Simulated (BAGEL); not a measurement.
# HF/cc-pVDZ (density fitting with qzvpp-jkfit) run of GeSiH6O (SMILES [OH][GeH2][SiH3])

What is the vertical singlet–triplet gap of GeSiH6O at HF/cc-pVDZ (density fitting with qzvpp-jkfit)? 

Program for the calculation: BAGEL 1.2.2.

2 further runs of the same task are left out: 1 that didn't finish, 1 set aside as unsound or not needed. Runs told in other sessions of the task aren't counted.

### Step 1. The system as given

GeSiH6O has 9 atoms, charge 0, and is taken as a singlet. SMILES: `[OH][GeH2][SiH3]`. The coordinates come from a PBE0-D4/def2-TZVP relaxation. This is one conformer, not always the lowest.

Bond lengths: O1–Ge2 1.791 Å, Ge2–Si3 2.389 Å, O1–H4 0.960 Å, Ge2–H5 1.546 Å, Ge2–H6 1.536 Å, Si3–H7 1.488 Å, Si3–H8 1.488 Å, Si3–H9 1.486 Å. Some angles: O1–Ge2–Si3 109.9°, O1–Ge2–H5 109.2°, O1–Ge2–H6 103.6°, Si3–Ge2–H5 111.3°, Si3–Ge2–H6 113.0°, Ge2–O1–H4 112.4°, Ge2–Si3–H7 110.2°, Ge2–Si3–H8 109.3°, Ge2–Si3–H9 110.4°, H5–Ge2–H6 109.6°.

### Step 2. The energy at HF/cc-pVDZ (density fitting with qzvpp-jkfit)

job.json reads:

```json
{ "bagel" : [

{
  "title" : "molecule",
  "basis" : "cc-pvdz.json",
  "df_basis" : "qzvpp-jkfit",
  "angstrom" : "true",
  "geometry" : [
    { "atom" : "O", "xyz" : [      -1.665400,       1.003200,      -0.854800 ] },
    { "atom" : "Ge", "xyz" : [       0.086300,       0.899600,      -0.495500 ] },
    { "atom" : "Si", "xyz" : [       0.525800,      -1.010700,       0.870400 ] },
    { "atom" : "H", "xyz" : [      -1.973400,       0.267900,      -1.389000 ] },
    { "atom" : "H", "xyz" : [       0.873700,       0.832100,      -1.824400 ] },
    { "atom" : "H", "xyz" : [       0.388100,       2.226700,       0.215900 ] },
    { "atom" : "H", "xyz" : [       1.986000,      -1.132800,       1.128400 ] },
    { "atom" : "H", "xyz" : [       0.060100,      -2.236200,       0.166300 ] },
    { "atom" : "H", "xyz" : [      -0.192800,      -0.896100,       2.165800 ] }
  ]
},

{ "title" : "hf" },

{ "title" : "print", "file" : "orbitals.molden", "orbitals" : "true" }

]}
```

The basis set cc-pVDZ is read from a file made from the Basis Set Exchange's data (not shown).

Launch:

```sh
$ BAGEL_NUM_THREADS=1 BAGEL job.json > job.out
```

Log:

```text
* using 1 threads per process

  ===============================================================
  ===============================================================

  *** Geometry ***

  { "atom" : "O", "xyz" : [     -3.147150,      1.895773,     -1.615338 ] },
  { "atom" : "Ge", "xyz" : [      0.163083,      1.699998,     -0.936359 ] },
  { "atom" : "Si", "xyz" : [      0.993618,     -1.909946,      1.644818 ] },
  { "atom" : "H", "xyz" : [     -3.729186,      0.506258,     -2.624830 ] },
  { "atom" : "H", "xyz" : [      1.651054,      1.572441,     -3.447616 ] },
  { "atom" : "H", "xyz" : [      0.733403,      4.207853,      0.407992 ] },
  { "atom" : "H", "xyz" : [      3.752996,     -2.140682,      2.132367 ] },
  { "atom" : "H", "xyz" : [      0.113573,     -4.225806,      0.314261 ] },
  { "atom" : "H", "xyz" : [     -0.364339,     -1.693384,      4.092769 ] },

  Number of auxiliary basis functions:      579

  Since a DF basis is specified, we compute 2- and 3-index integrals:
    o Being stored without compression. Storage requirement is 0.037 GB

  Number of basis functions:       89
  Number of electrons      :       60

    * METHOD: MOLECULE                             0.28

  *** RHF ***

  === Nuclear Repulsion ===
   271.6998212361

      * DIIS with orbital gradients will be used.

  === RHF iteration (cc-pvdz.json) ===
      0      -2442.42729812          0.01444088           0.10
      1      -2442.54563663          0.01076086           0.09
      2      -2442.63087116          0.00134185           0.09
      3      -2442.63278261          0.00021692           0.09
      4      -2442.63283791          0.00006067           0.10
      5      -2442.63284219          0.00001230           0.10
      6      -2442.63284245          0.00000277           0.09
      7      -2442.63284246          0.00000082           0.09
      8      -2442.63284246          0.00000029           0.09
      9      -2442.63284246          0.00000010           0.09
     10      -2442.63284246          0.00000003           0.09
     11      -2442.63284246          0.00000001           0.09
    * SCF iteration converged.

    * Permanent dipole moment:
           (   -0.379174,     0.528589,     0.151847) a.u.

    * METHOD: HF                                   1.35

    * METHOD: PRINT                                0.01

  ===============================================================
```

It took 1.8 s on 1 thread of Intel Xeon 6975P-C (Granite Rapids), shared host; peak memory 0.16 GiB.

### Step 3. The triplet

calc.json reads:

```json
{ "bagel" : [

{
  "title" : "molecule",
  "basis" : "cc-pvdz.json",
  "df_basis" : "qzvpp-jkfit",
  "angstrom" : true,
  "geometry" : [
    { "atom" : "O", "xyz" : [   -1.665400,    1.003200,   -0.854800 ] },
    { "atom" : "Ge", "xyz" : [    0.086300,    0.899600,   -0.495500 ] },
    { "atom" : "Si", "xyz" : [    0.525800,   -1.010700,    0.870400 ] },
    { "atom" : "H", "xyz" : [   -1.973400,    0.267900,   -1.389000 ] },
    { "atom" : "H", "xyz" : [    0.873700,    0.832100,   -1.824400 ] },
    { "atom" : "H", "xyz" : [    0.388100,    2.226700,    0.215900 ] },
    { "atom" : "H", "xyz" : [    1.986000,   -1.132800,    1.128400 ] },
    { "atom" : "H", "xyz" : [    0.060100,   -2.236200,    0.166300 ] },
    { "atom" : "H", "xyz" : [   -0.192800,   -0.896100,    2.165800 ] }
  ]
},
{ "title" : "uhf", "nopen" : 2 },
{ "title" : "print", "file" : "orbitals.molden", "orbitals" : true }

]}
```

The basis set cc-pVDZ is read from a file made from the Basis Set Exchange's data (not shown).

Launch:

```sh
$ BAGEL_NUM_THREADS=1 BAGEL calc.json > calc.out
```

Log:

```text
* using 1 threads per process

  ===============================================================
  ===============================================================

  *** Geometry ***

  { "atom" : "O", "xyz" : [     -3.147150,      1.895773,     -1.615338 ] },
  { "atom" : "Ge", "xyz" : [      0.163083,      1.699998,     -0.936359 ] },
  { "atom" : "Si", "xyz" : [      0.993618,     -1.909946,      1.644818 ] },
  { "atom" : "H", "xyz" : [     -3.729186,      0.506258,     -2.624830 ] },
  { "atom" : "H", "xyz" : [      1.651054,      1.572441,     -3.447616 ] },
  { "atom" : "H", "xyz" : [      0.733403,      4.207853,      0.407992 ] },
  { "atom" : "H", "xyz" : [      3.752996,     -2.140682,      2.132367 ] },
  { "atom" : "H", "xyz" : [      0.113573,     -4.225806,      0.314261 ] },
  { "atom" : "H", "xyz" : [     -0.364339,     -1.693384,      4.092769 ] },

  Number of auxiliary basis functions:      579

  Since a DF basis is specified, we compute 2- and 3-index integrals:
    o Being stored without compression. Storage requirement is 0.037 GB

  Number of basis functions:       89
  Number of electrons      :       60

    * METHOD: MOLECULE                             0.32

  *** Open-shell HF ***

  === Nuclear Repulsion ===
   271.6998212361

      * DIIS with orbital gradients will be used.

  === UHF iteration (cc-pvdz.json) ===
      0      -2442.12935309          0.02944879           0.20
      1      -2442.16909571          0.03345843           0.19
      2      -2442.23017245          0.02592966           0.18
      3      -2442.39949753          0.00214482           0.19
      4      -2442.40323015          0.00102362           0.19
      5      -2442.40472981          0.00058735           0.19
      6      -2442.40559703          0.00032729           0.18
      7      -2442.40600168          0.00022176           0.19
      8      -2442.40620793          0.00017345           0.19
      9      -2442.40635750          0.00014864           0.18
     10      -2442.40645971          0.00013018           0.19
     11      -2442.40659371          0.00009867           0.19
     12      -2442.40669275          0.00005883           0.19
     13      -2442.40670491          0.00003229           0.18
     14      -2442.40671086          0.00001700           0.19
     15      -2442.40671260          0.00001062           0.19
     16      -2442.40671274          0.00000707           0.19
     17      -2442.40671293          0.00000328           0.18
     18      -2442.40671297          0.00000209           0.19
     19      -2442.40671300          0.00000135           0.19
     20      -2442.40671301          0.00000096           0.19
     21      -2442.40671302          0.00000058           0.19
     22      -2442.40671302          0.00000024           0.18
     23      -2442.40671302          0.00000016           0.19
     24      -2442.40671302          0.00000012           0.18
     25      -2442.40671302          0.00000010           0.18
     26      -2442.40671302          0.00000008           0.19
     27      -2442.40671302          0.00000005           0.19
     28      -2442.40671302          0.00000004           0.19
     29      -2442.40671302          0.00000003           0.18
     30      -2442.40671302          0.00000002           0.18
     31      -2442.40671302          0.00000002           0.19
     32      -2442.40671302          0.00000001           0.19
     33      -2442.40671302          0.00000001           0.18
    * SCF iteration converged.

    * S^2 (UHF) is 2.0188

    * Permanent dipole moment:
           (   -0.358789,     0.702672,     0.035689) a.u.

    * METHOD: UHF                                  6.61

    * METHOD: PRINT                                0.01

  ===============================================================
```

Wall time 7.2 s (1 thread of Intel Xeon 6975P-C (Granite Rapids), shared host); peak memory 0.16 GiB.

### Step 4. Summary of results

Level: HF/cc-pVDZ (density fitting with qzvpp-jkfit).

```
                                        quantity           value
                           singlet: total energy  -2442.63284 Eh
                          singlet: dipole moment          1.70 D
                            singlet: HOMO energy       -10.63 eV
                            singlet: LUMO energy         3.09 eV
                          singlet: HOMO–LUMO gap        13.72 eV
                           triplet: total energy  -2442.40671 Eh
                          triplet: dipole moment          2.01 D
                                   triplet: ⟨S²⟩           2.019
vertical energy of the triplet above the singlet        6.153 eV
```

At this shape the triplet lies 6.15 eV (142 kcal/mol) above the singlet.
